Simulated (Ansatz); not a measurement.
The system is Ga3Sb.

```
CELL_PARAMETERS angstrom
-2.15880 2.15880 4.76048
2.15880 -2.15880 4.76048
2.15880 2.15880 -4.76048
ATOMIC_POSITIONS crystal
Sb 0.00000 0.00000 0.00000
Ga 0.50000 0.50000 0.00000
Ga 0.25000 0.75000 0.50000
Ga 0.75000 0.25000 0.50000
```

The cell comes from a database or a generator and needn't be the stable form of this composition.

```yaml
Program: Ansatz 0.2.0
Task: single point
Functional: PBE
Potentials_or_basis: Ansatz PAW
Cutoff: "420 eV (not typed: the program's choice for these potentials)"
k_mesh: 9 × 9 × 9
Occupations: fermi-dirac, width 0.05 eV
Spin: no spin polarisation
```

On this cell: pressure -0.6 GPa; largest force under 0.003 eV/Å; band gap on the k mesh none (metal or under the smearing width).

The same run follows on a disturbed copy (atoms moved at random, drawn with an rms of 0.05 Å):

```
Sb Ga
1.0
    -2.15880    2.15880    4.76048
     2.15880   -2.15880    4.76048
     2.15880    2.15880   -4.76048
Sb Ga
1 3
Cartesian
  -0.0293 -0.0204 -0.0513
  0.0091 0.0181 4.7341
  2.1357 0.0110 2.3980
  0.0183 2.1764 2.3719
```

Problem. What does the disturbed cell give?

Solution. The energy (extrapolated to zero smearing) moves by +2.0 meV/atom; pressure -0.5 GPa; largest force 0.147 eV/Å; band gap on the k mesh none (metal or under the smearing width).

Forces in eV/Å, atoms in the order of the input:
```
Sb   0.075  0.071  0.105
Ga  -0.072 -0.068  0.052
Ga   0.056  0.001 -0.093
Ga  -0.058 -0.004 -0.064
```

Stress tensor (GPa, compression positive):
```
-0.75  0.04  0.14
 0.04 -0.74 -0.01
 0.14 -0.01  0.03
```
